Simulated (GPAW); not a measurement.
Runs of GPAW 26.7.0 on Bi2Te3 (Tellurobismuthite). Symmetry: R-3m, No. 166, trigonal system. Conventional cell: a = 4.386 Å, b = 4.386 Å, c = 30.497 Å, α = 90.00°, β = 90.00°, γ = 120.00°. Bi (site symmetry 3m) has 6 Te at 3.07 to 3.25 Å as nearest neighbours. Te (site symmetry 3m) has 3 Bi at 3.07 Å as nearest neighbours. Around Te (site symmetry -3m) lie 6 Bi at 3.25 Å. 

```csv
task,level,potentials or basis,cell,k mesh,cutoff (eV),band path,band points,convergence,supercell,supercell k mesh,grid spacing,gap on the mesh (eV),pressure (GPa),largest force (eV/Å)
band structure,PBEsol,"PAW data sets generated in the run's folder for this functional, pw",as given,5 × 5 × 5,600,"GLB1,BZGX,QFP1Z,LP",60,-,-,-,-,0.21,(b),(c)
phonons,vdW-DF-cx,"GPAW PAW data sets (gpaw-data 1.2.1), lcao:dzp",atoms relaxed,5 × 5 × 5,-,-,-,density=1e-06,1 × 1 × 1,5 × 5 × 5,0.16 Å,0.38,-,-
single point,PBE,"GPAW PAW data sets (gpaw-data 1.2.1), pw",as given,7 × 7 × 7,600,-,-,-,-,-,-,0.26,(a),0.05
phonons,vdW-DF-cx,"GPAW PAW data sets (gpaw-data 1.2.1), lcao:dzp",atoms relaxed,5 × 5 × 5,-,-,-,-,1 × 1 × 1,5 × 5 × 5,0.16 Å,0.38,-,-
band structure,LDA,"the program's PAW data sets (release 1.2.1) made for this functional, pw",as given,5 × 5 × 5,600,"GLB1,BZGX,QFP1Z,LP",60,-,-,-,-,0.19,-2.0,0.19
```

Alike in all rows: no spin polarisation; smearing fermi-dirac 0.05 eV.

Question: Fill in the values left out.

Answer: (a) 1.7; (b) -0.8; (c) 0.12.

Caveats: spin-orbit coupling is left out, which as a rule narrows the gap of such compounds by several tenths of an eV; an odd mesh through Γ misses points on the zone boundary, where band edges often lie (some runs); the real-space grid adds noise to forces (some runs); the LO-TO splitting is left out (some runs); real-space grids are poor in so skewed a cell (some runs); the PAW data sets were made with another functional, which shifts forces and pressure a little (some runs); the basis of atomic orbitals isn't converged, which shifts pressures, moduli and gaps (some runs).

A k mesh can miss the band edges, and the runs leave out spin-orbit coupling on Bi, Te.

Not every run made on this cell is shown here.
